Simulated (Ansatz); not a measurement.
# Indium, diamond under PBEsol: ground state and equation of state

Aim: take indium in the diamond structure, relax it, solve it on a dense k-mesh, then scale the cell to 7 volumes from 88 to 112 % of the relaxed one and try a fit of the equation of state. Spin polarisation is left out. The k-meshes are 8×8×8 for the relaxation; 14×14×14 for the dense run; 9×9×9 for the volumes.

This is In in the diamond structure; at room conditions it is tetragonal.

Method: DFT PBEsol, plane waves (420 eV) with PAW, scalar-relativistic; PAW files made under PBE, frozen cores solved again for the functional, in Ansatz 0.2.0.

## 1. The system as given

The structure is cubic, space group Fd-3m (No. 227). Conventional cell: a = 6.560 Å, b = 6.560 Å, c = 6.560 Å, α = 90.00°, β = 90.00°, γ = 90.00°. In (site symmetry -43m) is surrounded by 4 In at 2.84 Å.

Structure file:

```xyz
2
Lattice="0.0000 3.2802 3.2802 3.2802 0.0000 3.2802 3.2802 3.2802 0.0000" Properties=species:S:1:pos:R:3 pbc="T T T"
In    0.8200    0.8200    0.8200
In    5.7403    5.7403    5.7403
```

## 2. Relaxation of the cell

The input, input.yaml:

```yaml
crystal:
  lattice:
    - [0.0, 3.2801942926, 3.2801942926]
    - [3.2801942926, 0.0, 3.2801942926]
    - [3.2801942926, 3.2801942926, 0.0]
  atoms:
    - { symbol: In, position: [0.125, 0.125, 0.125] }
    - { symbol: In, position: [0.875, 0.875, 0.875] }
hamiltonian:
  xc: pbesol
  pseudopotentials:
    kind: paw
    azcp:
      In: "pseudopotentials/In.paw.azcp"
basis:
  ecutwfc: 420
  fft_grid_basis: typed
kpoints:
  mp_grid: { grid: [8, 8, 8], shift: [0, 0, 0] }
magnetization:
  spin_polarized: false
scf:
  occupations: { method: fermi_dirac, width: 0.1 }
relax:
  max_steps: 60
  f_tol: 0.01
  cell: {}
output:
  write_density: true
  write_potential: true
  elf: true
  volumetric_format: npy
```

The runs that follow: Dense single point; The cell scaled to 88 % of its volume; The cell scaled to 92 % of its volume; The cell scaled to 96 % of its volume; The cell scaled to 100 % of its volume; The cell scaled to 104 % of its volume; The cell scaled to 108 % of its volume; The cell scaled to 112 % of its volume.

Q: Predict the outcome of this session. Wanted: space group; conventional cell; volume; shortest distance; gap on the mesh; relative to body-centred tetragonal; V₀, B₀, B₀′.

**Answer**, as computed:

| quantity | value |
| --- | --- |
| space group (spins left aside) | Fd-3m (No. 227) |
| conventional cell | a = 6.560 Å |
| volume | 35.294 Å³/atom |
| shortest distance | 2.841 Å |
| gap on the mesh | none (levels filled in part) |
| relative to body-centred tetragonal | +401 meV/atom |
| V₀, B₀, B₀′ | 35.319 Å³/atom, 28 GPa, 4.7 |

In words: From the guessed start the volume shrank by 0.0 % in 2 steps. Against the reference form of indium (body-centred tetragonal, computed apart with the same settings) it stands 401 meV/atom higher, so it is far from stable. Levels at the Fermi energy are filled in part, as in a metal. B₀ comes out at 28 GPa. The symmetry was held, so the structure may be unstable against distortions that break it.
